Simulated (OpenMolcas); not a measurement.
**Pd³⁺ in Cs2ZrCl6: CASSCF and CASPT2 levels and susceptibility**

Aim: the ligand-field states of Pd³⁺ in this surrounding, its lowest levels with spin-orbit coupling and its magnetic susceptibility.

The numbers are computed with OpenMolcas 26.06 (state-averaged CASSCF and CASPT2, spin-orbit coupling by RASSI with atomic mean-field integrals), except any that are marked as measured or tabulated.

**1. What is computed**

```
Species                           : Pd³⁺ (palladium, Z = 46, 43 electrons)
Basis                             : ANO-RCC-VTZP [7s6p4d2f1g], 176 functions with the ligands
Scalar Hamiltonian                : DKH2, point nucleus
Inactive shells                   : 1s 2s 2p 3s 3p 3d 4s 4p of the metal, and all ligand shells
Active space                      : 7 electrons in 5 orbitals (4d)
Some configurations of this space : 4d7
Orbitals                          : optimised for each spin and parity, averaged over all roots
```

The outer shells:

4d7
```
4d [↑↓][↑↓][↑ ][↑ ][↑ ]
```

Pd³⁺ is taken with its 6 nearest chloride ions at 2.446 Å, on the cation site of Cs2ZrCl6 (a = 10.407 Å). The rest of the host is ab initio model potentials to 7.6 Å and point charges beyond; the distance is set by hand, nothing relaxes, and no local charge compensation is placed. Ligand basis ANO-RCC-VDZP.

```xyz
15

Pd    0.0000    0.0000    0.0000
Cl    2.4460    0.0000    0.0000
Cl    0.0000    2.4460    0.0000
Cl   -2.4460    0.0000    0.0000
Cl    0.0000   -2.4460    0.0000
Cl    0.0000    0.0000    2.4460
Cl    0.0000    0.0000   -2.4460
Cs    2.6018   -2.6018   -2.6018
Cs   -2.6018    2.6018    2.6018
Cs    2.6018   -2.6018    2.6018
Cs   -2.6018    2.6018   -2.6018
Cs    2.6018    2.6018   -2.6018
Cs   -2.6018   -2.6018    2.6018
Cs    2.6018    2.6018    2.6018
Cs   -2.6018   -2.6018   -2.6018
```

The work runs as a chain of OpenMolcas steps in one folder; each step below is one input file. Labels, J, g values, rates, χT and fits are worked out afterwards by a script from the matrices that RASSI stores.

**2. One- and two-electron integrals**

Contents of a.inp:

```
&GATEWAY
Basis set
Pd.ANO-RCC-VTZP.
Pd1 0.0 0.0 0.0 Angstrom
End of basis
Basis set
Cl.ANO-RCC-VDZP.
L1 2.446000 0.000000 0.000000 Angstrom
L2 0.000000 2.446000 0.000000 Angstrom
L3 0.000000 0.000000 2.446000 Angstrom
End of basis
Basis set
Cs.EMB-AIMP.Seijo.0s.0s.ECP.Cs2ZrCl6.
PseudoCharge
* 4 symmetry-unique lattice sites within 7.6 angstrom
End of basis
Basis set
Cl.EMB-AIMP.Seijo.0s.0s.ECP.Cs2ZrCl6.
PseudoCharge
* 12 symmetry-unique lattice sites within 7.6 angstrom
End of basis
Basis set
Zr.EMB-AIMP.Seijo.0s.0s.ECP.Cs2ZrCl6.
PseudoCharge
* 6 symmetry-unique lattice sites within 7.6 angstrom
End of basis
Symmetry
XYZ
AngMom=0.0 0.0 0.0
AMFI
RICD
XField
1385 Angstrom 0
* Evjen-weighted lattice charges
&SEWARD
```

Started as:

```bash
OMP_NUM_THREADS=1 MOLCAS_MEM=2457 MOLCAS_PROJECT=a pymolcas a.inp > a.log
```

**3. CASSCF: quartets, 10 roots**

Contents of a.inp:

```
&RASSCF
FileOrb=start.orb
Symmetry=1
Spin=4
nActEl=7 0 0
Inactive=36 36
Ras2=5 0
CIRoot=10 10 1
SDav=10
CIMx=300
Iter=150 100
PrWF=0.3
OrbListing=Nothing
MaxOrb=0
LevShft=1.0
>>> COPY $Project.JobIph JOB001
```

start.orb holds start orbitals that the driver prepared beforehand, or those of the step before.

**4. CASSCF: doublets, 40 roots**

Contents of a.inp:

```
&RASSCF
FileOrb=start.orb
Symmetry=1
Spin=2
nActEl=7 0 0
Inactive=36 36
Ras2=5 0
CIRoot=40 40 1
SDav=40
CIMx=300
Iter=150 100
PrWF=0.3
OrbListing=Nothing
MaxOrb=0
LevShft=1.0
>>> COPY $Project.JobIph JOB002
```

**5. State interaction with spin-orbit coupling**

Contents of a.inp:

```
&RASSI
NrOfJobIphs=2 10 40
1 2 3 4 5 6 7 8 9 10
1 2 3 4 5 6 7 8 9 10 11 12 13 14 15 16 17 18 19 20 21 22 23 24 25 26 27
28 29 30 31 32 33 34 35 36 37 38 39 40
IphNames
JOB001
JOB002
EJob
SpinOrbit
DIPRint=1.0
SOCoupling=1000.0
Subsets=2
Property=9
'ANGMOM' 1 'ANGMOM' 2 'ANGMOM' 3 'MLTPL  1' 1 'MLTPL  1' 2 'MLTPL  1' 3
'AMFI' 1 'AMFI' 2 'AMFI' 3
SOProperty=3
'ANGMOM' 1 'ANGMOM' 2 'ANGMOM' 3
```

**6. CASPT2: IPEA 0.25, imaginary shift 0.1 (closed shells correlated: 4s 4p of the metal, with ligand shells; the Frozen line counts the rest)**

Contents of a.inp:

```
>>> COPY JOB001 $Project.JobIph
&CASPT2
Multistate=10 1 2 3 4 5 6 7 8 9 10
NoMult
Frozen=23 21
IPEA=0.25
Imaginary=0.1
MaxIter=60
WThr=0.0 0.3 0.05
PrWF=0.5
NoMix
>>> COPY JOB002 $Project.JobIph
&CASPT2
Multistate=40 1 2 3 4 5 6 7 8 9 10 11 12 13 14 15 16 17 18 19 20 21 22
23 24 25 26 27 28 29 30 31 32 33 34 35 36 37 38 39 40
NoMult
Frozen=23 21
IPEA=0.25
Imaginary=0.1
MaxIter=60
WThr=0.0 0.3 0.05
PrWF=0.5
NoMix
```

(Steps that only read results are left out.)

Before running it: what results should come out? Wanted: spin-free ground state; first state of the same spin within the active space; lowest level; next level.

The runs gave:

| quantity | value |
| --- | --- |
| method | SS-CASPT2, IPEA 0.25, imaginary shift 0.1 (closed shells correlated: 4s 4p of the metal, with ligand shells; the Frozen line counts the rest) |
| spin-free ground state | 2E, 2-fold in its orbital part |
| first state of the same spin within the active space | 2T2 at 17900 cm⁻¹ |
| lowest level | 4-fold Γ8 |
| next level | 13598.7 cm⁻¹ |
| χT at 300 K | 0.44 cm³ K/mol |
| effective moment at 300 K | 1.87 μB |

Cost by method:

```csv
method,time of its own steps,time with the reference
A. CASSCF,61 s,61 s
"B. SS-CASPT2, IPEA 0.25, imaginary shift 0.1, +4s 4p",5.2 min,6.2 min
```

Times are of one thread on a shared host.

**Reading.** The spin-free ground state (2E) is 2-fold and has less than the highest spin computed. χT at 300 K is 0.44, against 0.38 cm³ K/mol for the spin alone, so orbital moment adds to it. CASPT2 does not keep the components of a term degenerate, and the means are used. Reference weights range from 0.53 to 0.65, which points to intruder states or a small active space for some roots. An orbital doublet at a regular site is open to a Jahn-Teller distortion, which this geometry leaves out. With metal d orbitals alone active, the gaps between spin states are rough; where two lie within a few thousand cm-1, their order is open.
